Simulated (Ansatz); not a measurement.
# C2H4GeNO: vertical spin-state energies in Python

Which spin state of C2H4GeNO lies lowest at this geometry? The task is vertical spin-state energies, for C2H4GeNO.

Program: Ansatz 0.2.0 through its Python package. Level of theory: PBE/def2-SVP. These are calculated values, not measurements.

### 1 The structure

Bond lengths: N1–C2 1.157 Å, C2–C3 1.468 Å, C3–O4 1.407 Å, O4–Ge5 1.804 Å, C3–H6 1.114 Å, Ge5–H7 1.550 Å, Ge5–H8 1.550 Å, Ge5–H9 1.550 Å. Angles: N1–C2–C3 180.0°, C2–C3–O4 111.3°, C2–C3–H6 112.4°, O4–C3–H6 114.4°, C3–O4–Ge5 108.7°, O4–Ge5–H7 109.7°, O4–Ge5–H8 109.3°, O4–Ge5–H9 109.9°, H7–Ge5–H8 109.1°, H7–Ge5–H9 109.6°, H8–Ge5–H9 109.1°.

c2h4geno.xyz, read by the script:

```xyz
9

N     2.65870    0.71730   -0.97360
C     1.93630   -0.00720   -0.43290
C     1.01930   -0.92590    0.25330
O    -0.17100   -1.09900   -0.47680
Ge   -1.32470    0.21050   -0.01970
H     0.86830   -0.65440    1.32280
H    -1.69300    0.08340    1.48100
H    -2.61270    0.07880   -0.87180
H    -0.68130    1.59650   -0.28230
```

### 2 The script

The input, spin_c2h4geno.py:

```python
"""Gap between spin states of C2H4GeNO at one geometry."""

import warnings

import ansatz as az

warnings.simplefilter("ignore", az.DeckWarning)

geometry = az.Crystal.molecule_from_extxyz("c2h4geno.xyz")

calculation = (
    geometry.calculation()
    .basis(gaussian="def2-SVP")
    .functional("PBE")
)
found = {}
for unpaired in [1, 3, 5]:
    report = calculation.spin("collinear", total=unpaired).run(threads=1, backend="cpu").report
    s = unpaired / 2
    found[unpaired] = report["free_energy_ev"]
    print(f"2S+1 = {unpaired + 1}: E = {found[unpaired]:.5f} eV, <S^2> = {abs(report['mean_field']['state']['spin_squared']):.3f} (pure state {s * (s + 1):.2f})")
lowest = min(found, key=found.get)
for unpaired, e in found.items():
    print(f"multiplicity {unpaired + 1}: {96.485332 * (e - found[lowest]):.1f} kJ/mol above the lowest")
```

### 3 The calls as engine input

The engine receives this input (first run):

```yaml
crystal:
  periodic: [false, false, false]
  atoms:
    - { symbol: "N", position_ang: [2.6587, 0.7173, -0.9736] }
    - { symbol: C, position_ang: [1.9363, -0.0072, -0.4329] }
    - { symbol: C, position_ang: [1.0193, -0.9259, 0.2533] }
    - { symbol: O, position_ang: [-0.171, -1.099, -0.4768] }
    - { symbol: Ge, position_ang: [-1.3247, 0.2105, -0.0197] }
    - { symbol: H, position_ang: [0.8683, -0.6544, 1.3228] }
    - { symbol: H, position_ang: [-1.693, 0.0834, 1.481] }
    - { symbol: H, position_ang: [-2.6127, 0.0788, -0.8718] }
    - { symbol: H, position_ang: [-0.6813, 1.5965, -0.2823] }
basis:
  gaussian:
    orbitals: def2-SVP
hamiltonian:
  xc: pbe
magnetization:
  spin_polarized: true
  initial_magnetization: 1.0
```

### 4 Launch

Command:

```sh
$ python spin_c2h4geno.py
```

**Question.** Which spin state is lowest at this geometry, and how far above lie the others?

The runs gave:

| quantity | value |
| --- | --- |
| runs compared | 3 |
| lowest | run 1 (2S+1 = 2) |
| next above it by | 5.904 eV |

What this shows: In order: multiplicity 2 (+0.00 eV), multiplicity 4 (+5.90 eV) and multiplicity 6 (+12.88 eV), all at the one geometry. What to keep in mind:
- The geometry is a force-field or estimated start, not a minimum of this method, and the basis set is short of its limit. All parts are taken at fixed geometry, without zero-point energy.
- The species is open-shell (spin multiplicity 2).
